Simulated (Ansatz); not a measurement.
# BrFGeH4O3: the cost of one run

All numbers below are computed with Ansatz 0.2.0 (RKS PBE/def2-SVP).

## Step 1: Starting point

Bond lengths: Ge1–F2 2.030 Å, Ge1–O3 1.770 Å, O3–H4 1.010 Å, Ge1–O5 1.769 Å, O5–H6 1.010 Å, Ge1–O7 1.769 Å, O7–H8 1.010 Å, Ge1–Br9 2.700 Å, Br9–H10 1.778 Å. Angles: F2–Ge1–O3 109.4°, F2–Ge1–O5 109.5°, F2–Ge1–O7 109.5°, F2–Ge1–Br9 71.6°, O3–Ge1–O5 109.5°, O3–Ge1–O7 109.5°, O3–Ge1–Br9 67.1°, O5–Ge1–O7 109.5°, O5–Ge1–Br9 72.9°, O7–Ge1–Br9 176.5°, Ge1–O3–H4 109.5°, Ge1–O5–H6 109.5°, Ge1–O7–H8 109.5°, Ge1–Br9–H10 57.7°.

Structure file:

```xyz
10

Ge    0.0000    0.0000    0.0000
F     0.0000    0.0000    2.0300
O     1.6691    0.0000   -0.5894
H     1.9855   -0.9521   -0.7061
O    -0.8337    1.4443   -0.5894
H    -1.7915    1.2136   -0.8118
O    -0.8337   -1.4443   -0.5894
H    -1.2883   -1.9100    0.1830
Br    1.4160    2.1354    0.8514
H     0.6553    0.9883    1.9769
```

## Step 2: Pulling towards end A

Springs on the bonds that form and break draw the guess towards this end; the thresholds are loose.

Contents of input.yaml:

```yaml
crystal:
  periodic: [false, false, false]
  atoms:
    - { symbol: Ge, position_ang: [0.0, 0.0, 0.0] }
    - { symbol: F, position_ang: [0.0, 0.0, 2.03] }
    - { symbol: O, position_ang: [1.6691, 0.0, -0.5894] }
    - { symbol: H, position_ang: [1.9855, -0.9521, -0.7061] }
    - { symbol: O, position_ang: [-0.8337, 1.4443, -0.5894] }
    - { symbol: H, position_ang: [-1.7915, 1.2136, -0.8118] }
    - { symbol: O, position_ang: [-0.8337, -1.4443, -0.5894] }
    - { symbol: H, position_ang: [-1.2883, -1.91, 0.183] }
    - { symbol: Br, position_ang: [1.416, 2.1354, 0.8514] }
    - { symbol: H, position_ang: [0.6553, 0.9883, 1.9769] }
basis:
  gaussian: { orbitals: def2-SVP }
hamiltonian:
  xc: pbe
relax:
  f_tol: 0.15
  max_steps: 25
  restrain:
    - { distance: [0, 8], at: 3.6, k: 30.0 }
    - { distance: [9, 1], at: 2.12, k: 30.0 }
    - { distance: [0, 1], at: 1.68, k: 30.0 }
    - { distance: [9, 8], at: 1.55, k: 30.0 }
```

On the command line:

```sh
$ ansatz run input.yaml --threads 4 --pin off --max-ram 5120MiB --backend cpu --events-out ev --progress --plain --runs-dir out
```

**Question.** How long does this run take on 4 threads of Intel Xeon 6975P-C (Granite Rapids), shared host, and how much memory does it need?

About 15 s, with a peak of 0.24 GiB.
